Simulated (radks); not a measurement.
**Nuclear size and the levels of V⁵⁺**

One table from this session's results is given with a row withheld; the runs are named, their logs left out.

Program: radks (a radial shooting solver on a logarithmic mesh, Libxc functionals) version 1. Level of theory: Dirac Kohn-Sham, BLYP, spin-unpolarised, spherical densities, finite nucleus. These are calculated values, not measurements, unless marked.

### What is computed

```
element            : vanadium (Z = 23)
charge             : +5
electrons          : 18
configuration      : [Ar]
nuclear rms radius : 3.6002 fm
```

The outer shells:

V⁵⁺
```
[Ne] core
3s [↑↓]
3p [↑↓][↑↓][↑↓]
```

The first run:

Input:

```text
Z 23
configuration [Ar] 4s0 3d0
relativity Dirac
functional b88,lyp
spin unpolarised
j_filling energy
nucleus finite rms 3.6002 fm
c 137.035999084
```

Among the steps run: rms radius 3.6002 fm.

One table of the session follows, with a row left open; its other results are not shown here.

It belongs to the step «rms radius 3.6002 fm». Radial moments (bohr):

| level | <r> | outermost maximum (interpolated) | 90 % within | nodes |
| --- | --- | --- | --- | --- |
| 2p1/2 | 0.2721 | 0.207 | 0.447 | 0 |
| 2p3/2 | 0.2749 | 0.209 | 0.451 | 0 |
| 3s1/2 | 0.9058 | 0.802 | 1.34 | 2 |
| 3p1/2 | ? | ? | ? | ? |
| 3p3/2 | 0.9452 | 0.819 | 1.43 | 1 |
| 3d3/2 | 1.008 | 0.783 | 1.62 | 0 |
| 3d5/2 | 1.009 | 0.784 | 1.62 | 0 |
| 4s1/2 | 2.142 | 2.03 | 3.04 | 3 |

Q: Estimate the row for 3p1/2 from the others.

The run gave: <r>: 0.9387; outermost maximum (interpolated): 0.813; 90 % within: 1.42; nodes: 1. In the column «<r>» it lies between 3s1/2 (0.9058) and 3p3/2 (0.9452).
